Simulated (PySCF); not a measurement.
# CH7FP2Si: the cost of one run

The runs use PySCF 2.14.0, with density-fitted response routines of our own; the level of theory stands in each step. All values are computed, except where a source is named. Atoms count from 0, in the outputs and in this text.

### Step 1. The starting structure

12 atoms, charge 0, multiplicity 1; geometry from: GFN2-xTB. The atoms were then displaced at random by about 0.01 Å, so the start is not that level's minimum.

Bonds of the start (Å): F0–C1 1.38, C1–Si2 1.93, Si2–P3 2.31, Si2–P4 2.24, C1–H5 1.09, C1–H6 1.09, Si2–H7 1.47, P3–H8 1.42, P3–H9 1.37, P4–H10 1.40, P4–H11 1.37.

### Step 2. Geometry optimisation at PBE0-D3(BJ)/def2-SVP

Job settings and geometry (Å):

```
{"job": {"xc": "PBE0", "basis": "def2-SVP", "d3": "d3bj", "grid": 1, "shake": 0.01, "kind": "geom"}, "charge": 0, "multiplicity": 1}
F      0.604000     2.388360    -0.245420
C     -0.483500     1.557140    -0.034540
Si    -0.028380    -0.227020    -0.611560
P      2.042180    -0.862560     0.180750
P     -1.787490    -1.492000    -0.027110
H     -1.328490     1.971030    -0.593950
H     -0.697120     1.616860     1.036320
H      0.096180    -0.201550    -2.075390
H      1.661700    -0.725880     1.543180
H      2.544240     0.407110     0.141160
H     -1.317220    -1.822640     1.248770
H     -1.266410    -2.637120    -0.571240
```

Run with:

```
$ OMP_NUM_THREADS=1 python probes_run.py task.json out
```

The driver reads the jobs from task.json and runs them one after another.

Q: Estimate the wall time and peak memory of this first job on 1 thread of Arm Neoverse N1, shared host.

About 74 s, with a peak of 0.51 GiB.
